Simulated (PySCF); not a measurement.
# C11H11Br: NMR shifts at several levels of theory, part 1 of 2

Aim: compute the NMR shifts of C11H11Br (`CC1(C)C(Br)=Cc2ccccc21`) at several levels, and see how far they spread and what each costs.

Computed with PySCF 2.14.0, with density-fitted response routines of our own, on a single molecule in the gas phase. Atoms are numbered from 0 throughout.

## Step 1: Starting geometry

23 atoms, charge 0, multiplicity 1; geometry from: GFN2-xTB.

Bonds of the start (Å): C0–C1 1.53, C1–C2 1.53, C1–C3 1.51, C3–Br4 1.88, C3–C5 1.34, C5–C6 1.45, C6–C7 1.38, C7–C8 1.39, C8–C9 1.39, C9–C10 1.39, C10–C11 1.38, C11–C1 1.51, C11–C6 1.40, C0–H12 1.09, C0–H13 1.09, C0–H14 1.09, C2–H15 1.09, C2–H16 1.09, C2–H17 1.09, C5–H18 1.07, C7–H19 1.08, C8–H20 1.08, C9–H21 1.08, C10–H22 1.08.

## Step 2: Geometry optimisation at PBE0-D3(BJ)/def2-SVP

What the job is given:

```
{"job": {"xc": "PBE0", "basis": "def2-SVP", "d3": "d3bj", "grid": 1, "kind": "geom"}, "charge": 0, "multiplicity": 1}
C     -0.896800    -1.045660    -1.728650
C     -0.186870    -0.905240    -0.381810
C     -0.559480    -2.067460     0.546350
C     -0.507330     0.422180     0.265040
Br    -2.274220     0.873580     0.727920
C      0.574060     1.185970     0.454360
C      1.732010     0.467840    -0.041310
C      3.068710     0.827490    -0.076440
C      3.977220    -0.068940    -0.616410
C      3.559340    -1.295390    -1.109140
C      2.218250    -1.658560    -1.077290
C      1.308560    -0.774060    -0.542690
H     -1.975630    -1.051570    -1.585480
H     -0.603340    -1.973900    -2.212390
H     -0.634740    -0.215250    -2.381580
H     -0.260360    -3.012810     0.100720
H     -1.634880    -2.083750     0.712630
H     -0.058220    -1.961610     1.506620
H      0.603010     2.165500     0.895970
H      3.394290     1.782460     0.308040
H      5.024950     0.190860    -0.653660
H      4.285630    -1.978140    -1.524800
H      1.904570    -2.616550    -1.465500
```

The program printed:

```text
step   0  E = -2998.55759007  max force = 0.013007
step   1  E = -2998.55953921  max force = 0.003187
step   2  E = -2998.55942874  max force = 0.004433
step   3  E = -2998.55965871  max force = 0.000745
step   4  E = -2998.55966622  max force = 0.000577
step   5  E = -2998.55966911  max force = 0.000422
optimisation converged
```

Wall time 3.1 min (8 threads of Arm Neoverse V2, shared host).

Relaxation path: (the energy doesn't fall at every step)

```csv
step,energy from step 0 (eV),largest force component (eV/Å)
0,0.0000,0.6688
1,-0.0530,0.1639
2,-0.0500,0.2280
3,-0.0563,0.0383
4,-0.0565,0.0297
5,-0.0566,0.0217
```

Distances of close pairs at the start and the end, largest changes first:

```csv
bond,before (Å),after (Å),change (Å)
C5–H18,1.075,1.090,+0.015
C2–H15,1.087,1.100,+0.013
C0–H13,1.087,1.100,+0.013
C3–Br4,1.881,1.868,-0.013
C10–H22,1.080,1.093,+0.013
C7–H19,1.080,1.093,+0.013
C8–H20,1.080,1.093,+0.012
C9–H21,1.080,1.092,+0.012
```

The final coordinates are the input of the step that follows.

```csv
at the end point,value
point group (found at 0.08 Å tolerance),Cs
"rotational constants (GHz, main isotopes)","1.669, 0.408, 0.353"
dipole moment (D),0.97
```

## Step 3: NMR shieldings: PBE0/pcSseg-1

What the job is given:

```
{"job": {"kind": "nmr", "xc": "PBE0", "basis": "pcSseg-1", "pop": false}, "charge": 0, "multiplicity": 1}
C     -0.897135    -1.051889    -1.734025
C     -0.197877    -0.906247    -0.378311
C     -0.556013    -2.072072     0.550004
C     -0.526295     0.428033     0.268331
Br    -2.281864     0.873765     0.726676
C      0.558837     1.202458     0.457595
C      1.728288     0.481898    -0.038914
C      3.075750     0.839322    -0.076058
C      3.992123    -0.064548    -0.616934
C      3.571784    -1.300780    -1.111307
C      2.219180    -1.658162    -1.073500
C      1.303761    -0.765291    -0.537570
H     -1.989997    -1.061240    -1.603680
H     -0.599156    -1.994015    -2.218020
H     -0.632668    -0.220385    -2.403135
H     -0.253107    -3.027629     0.096241
H     -1.641878    -2.102723     0.727337
H     -0.046718    -1.972340     1.519412
H      0.569891     2.196698     0.903970
H      3.408958     1.805566     0.310061
H      5.051946     0.198331    -0.654168
H      4.304311    -1.994087    -1.531082
H      1.896611    -2.627676    -1.462421
```

With the program's defaults for keys left out, this is: GIAO PBE0/pcSseg-1 NMR shielding, non-relativistic, gas phase.

The program printed:

```text
coarse grid: 91504 points
cycle   1  E = -2998.7486522460  dE =  7.758e-01  |g| = 8.116e-01  |ddm| = 5.059e+00
cycle   2  E = -2998.7333563566  dE =  1.530e-02  |g| = 6.376e-01  |ddm| = 1.191e+00
cycle   3  E = -2998.7982025398  dE = -6.485e-02  |g| = 2.314e-01  |ddm| = 8.196e-01
cycle   4  E = -2998.8101974856  dE = -1.199e-02  |g| = 9.574e-02  |ddm| = 3.300e-01
cycle   5  E = -2998.8123424348  dE = -2.145e-03  |g| = 1.513e-02  |ddm| = 1.187e-01
cycle   6  E = -2998.8123950498  dE = -5.262e-05  |g| = 7.100e-03  |ddm| = 2.978e-02
cycle   7  E = -2998.8124077001  dE = -1.265e-05  |g| = 1.682e-03  |ddm| = 9.318e-03
cycle   8  E = -2998.8124084294  dE = -7.294e-07  |g| = 6.137e-04  |ddm| = 2.390e-03
final grid: 195456 points
cycle   9  E = -2998.8124347971  dE =  1.723e-08  |g| = 9.484e-04  |ddm| = 5.185e-03
cycle  10  E = -2998.8124343211  dE =  4.760e-07  |g| = 1.603e-03  |ddm| = 2.528e-03
cycle  11  E = -2998.8124350304  dE = -7.093e-07  |g| = 2.148e-04  |ddm| = 1.771e-03
cycle  12  E = -2998.8124350415  dE = -1.111e-08  |g| = 2.245e-05  |ddm| = 2.609e-04
cycle  13  E = -2998.8124350416  dE = -1.091e-10  |g| = 9.633e-06  |ddm| = 3.477e-05
converged SCF energy = -2998.8124350416

GIAO shielding tensors (ppm)
atom      isotropic    diamagn.    paramagn.     s11        s22        s33       span
  0 C      158.843     245.175     -86.333    145.758    147.952    182.818     37.060
  1 C      130.235     240.722    -110.487    118.526    121.553    150.627     32.101
  2 C      158.657     245.191     -86.533    145.549    147.657    182.765     37.217
  3 C       22.559     256.804    -234.245    -72.017     50.407     89.287    161.305
  4 Br    2215.061    3122.647    -907.585   1689.565   2165.387   2790.232   1100.668
  5 C       46.133     248.312    -202.179    -51.153     67.229    122.324    173.477
  6 C       38.666     256.341    -217.675    -50.990     16.462    150.526    201.516
  7 C       58.878     247.023    -188.145    -37.052     42.607    171.080    208.132
  8 C       51.959     254.635    -202.676    -56.560     38.036    174.402    230.962
  9 C       54.117     253.818    -199.701    -54.939     43.112    174.179    229.119
 10 C       57.548     247.449    -189.901    -44.395     40.628    176.410    220.805
 11 C       25.739     262.533    -236.794    -55.584    -21.379    154.180    209.764
 12 H       29.613      30.031      -0.419     24.136     30.310     34.392     10.256
 13 H       29.836      30.762      -0.926     24.807     28.330     36.370     11.563
 14 H       30.748      29.905       0.843     27.152     27.448     37.645     10.492
 15 H       29.837      30.767      -0.931     24.815     28.333     36.362     11.547
 16 H       29.612      30.034      -0.421     24.144     30.297     34.396     10.252
 17 H       30.757      29.909       0.848     27.159     27.472     37.640     10.481
 18 H       24.328      32.445      -8.117     20.475     22.783     29.727      9.251
 19 H       23.871      30.577      -6.705     19.594     24.444     27.576      7.983
 20 H       23.879      27.012      -3.133     20.157     25.215     26.265      6.108
 21 H       23.941      27.588      -3.647     20.107     24.855     26.860      6.753
 22 H       23.848      32.476      -8.628     19.355     22.498     29.689     10.333
```

It took 83 s on 8 threads of Arm Neoverse V2, shared host.

Shifts follow as δ = σ(reference) − σ, with reference shieldings (ppm) from runs at the same level and on the same kind of geometry: 1H TMS 31.27, 13C TMS 184.4, 79Br HBr 2584. The references are single molecules in the gas phase. Atoms listed in one row are averaged.

```csv
atoms,environment,σ (ppm),δ (ppm),δ scaled to CDCl3
C3,fully substituted alkene carbon bonded to Br,22.6,161.8,143.3
C11,substituted aromatic carbon,25.7,158.7,153.6
C6,substituted aromatic carbon,38.7,145.7,141.0
C5,alkene CH,46.1,138.3,133.8
C8,aromatic CH,52.0,132.4,128.1
C9,aromatic CH,54.1,130.3,126.0
C10,aromatic CH,57.5,126.9,122.7
C7,aromatic CH,58.9,125.5,121.4
C1,quaternary sp3 carbon on an aromatic ring,130.2,54.2,52.1
"C0, C2",methyl carbon,158.7,25.7,24.4
H22,hydrogen on an aromatic CH,23.85,7.42,7.25
H19,hydrogen on an aromatic CH,23.87,7.40,7.22
H20,hydrogen on an aromatic CH,23.88,7.39,7.22
H21,hydrogen on an aromatic CH,23.94,7.33,7.16
H18,hydrogen on an alkene CH,24.33,6.94,6.79
"H12, H13, H14, H15, H16, H17",hydrogen on a methyl carbon,30.07,1.20,1.35
Br4,bromine bonded to C,2215,369,–
```

The scaled column applies a straight-line fit of computed shieldings to shifts measured in CDCl3, with any fitted terms for Cl, Br or S neighbours (root-mean-square error 0.21 ppm for H, 2.0 ppm for C).

Ring of atoms C1, C3, C5, C6, C11: NICS(0) -0.3, NICS(1) -3.3, NICS(1)zz -1.6 ppm (means of both faces).

Ring of atoms C6, C7, C8, C9, C10, C11: NICS(0) -8.5, NICS(1) -11.0, NICS(1)zz -26.6 ppm (means of both faces).

## Step 4: Shielding tensors: PBE/pcSseg-1

Same as in step 3 but for these lines:

```diff
@@ -1,2 +1,2 @@
-{"job": {"kind": "nmr", "xc": "PBE0", "basis": "pcSseg-1", "pop": false}, "charge": 0, "multiplicity": 1}
+{"job": {"kind": "nmr", "xc": "PBE", "basis": "pcSseg-1", "pop": false}, "charge": 0, "multiplicity": 1}
 C     -0.897135    -1.051889    -1.734025
```

With the program's defaults for keys left out, this is: GIAO PBE/pcSseg-1 NMR shielding, non-relativistic, gas phase.

The program printed:

```text
coarse grid: 91504 points
cycle   1  E = -2998.5504898896  dE =  3.212e-01  |g| = 1.065e+00  |ddm| = 5.169e+00
cycle   2  E = -2998.3516545890  dE =  1.988e-01  |g| = 1.202e+00  |ddm| = 2.056e+00
cycle   3  E = -2998.6403537217  dE = -2.887e-01  |g| = 3.993e-01  |ddm| = 1.909e+00
cycle   4  E = -2998.6756899367  dE = -3.534e-02  |g| = 2.255e-01  |ddm| = 7.205e-01
cycle   5  E = -2998.6884781011  dE = -1.279e-02  |g| = 4.732e-02  |ddm| = 2.578e-01
cycle   6  E = -2998.6889206911  dE = -4.426e-04  |g| = 2.751e-02  |ddm| = 9.401e-02
cycle   7  E = -2998.6890978772  dE = -1.772e-04  |g| = 7.807e-03  |ddm| = 3.574e-02
cycle   8  E = -2998.6891145793  dE = -1.670e-05  |g| = 3.331e-03  |ddm| = 1.277e-02
cycle   9  E = -2998.6891172464  dE = -2.667e-06  |g| = 1.014e-03  |ddm| = 3.774e-03
final grid: 195456 points
cycle  10  E = -2998.6891384590  dE =  9.890e-07  |g| = 2.298e-03  |ddm| = 8.217e-03
cycle  11  E = -2998.6891296284  dE =  8.831e-06  |g| = 5.952e-03  |ddm| = 8.976e-03
cycle  12  E = -2998.6891398468  dE = -1.022e-05  |g| = 6.002e-04  |ddm| = 6.865e-03
cycle  13  E = -2998.6891399402  dE = -9.339e-08  |g| = 9.227e-05  |ddm| = 7.439e-04
cycle  14  E = -2998.6891399422  dE = -2.005e-09  |g| = 2.623e-05  |ddm| = 1.259e-04
cycle  15  E = -2998.6891399423  dE = -1.542e-10  |g| = 9.504e-06  |ddm| = 3.947e-05
converged SCF energy = -2998.6891399423

GIAO shielding tensors (ppm)
atom      isotropic    diamagn.    paramagn.     s11        s22        s33       span
  0 C      153.780     245.120     -91.341    139.812    142.297    179.230     39.418
  1 C      123.432     242.993    -119.562    110.861    115.807    143.628     32.767
  2 C      153.586     245.136     -91.550    139.599    141.980    179.179     39.580
  3 C       18.613     257.003    -238.390    -67.548     43.413     79.975    147.523
  4 Br    2123.378    3122.987    -999.609   1575.669   2089.552   2704.911   1129.242
  5 C       44.330     247.908    -203.578    -45.273     62.592    115.670    160.942
  6 C       35.877     255.214    -219.337    -47.723     11.397    143.957    191.680
  7 C       57.190     246.660    -189.470    -34.666     41.607    164.630    199.296
  8 C       50.009     253.382    -203.373    -54.801     36.703    168.124    222.924
  9 C       52.528     252.559    -200.031    -52.690     42.354    167.921    220.611
 10 C       56.062     247.055    -190.993    -41.943     39.687    170.441    212.383
 11 C       23.391     261.552    -238.161    -54.200    -23.323    147.695    201.895
 12 H       29.545      30.087      -0.543     24.335     30.343     33.956      9.620
 13 H       29.772      30.636      -0.865     25.000     28.365     35.949     10.949
 14 H       30.693      30.140       0.553     27.267     27.360     37.453     10.185
 15 H       29.771      30.642      -0.871     25.007     28.367     35.940     10.933
 16 H       29.543      30.090      -0.546     24.342     30.329     33.960      9.618
 17 H       30.701      30.145       0.557     27.272     27.383     37.449     10.176
 18 H       24.422      32.686      -8.264     20.926     22.866     29.474      8.547
 19 H       23.947      30.890      -6.943     19.946     24.313     27.582      7.635
 20 H       23.936      26.963      -3.027     20.464     25.021     26.323      5.859
 21 H       24.012      27.533      -3.522     20.415     24.713     26.906      6.492
 22 H       23.921      32.722      -8.801     19.728     22.357     29.679      9.951
```

It took 52 s on 8 threads of Arm Neoverse V2, shared host.

This run: δ C3 161.4, C11 156.6, C6 144.2, C5 135.7, H22 7.28, H20 7.26 ppm.

(Continued in part 2 of 2.)
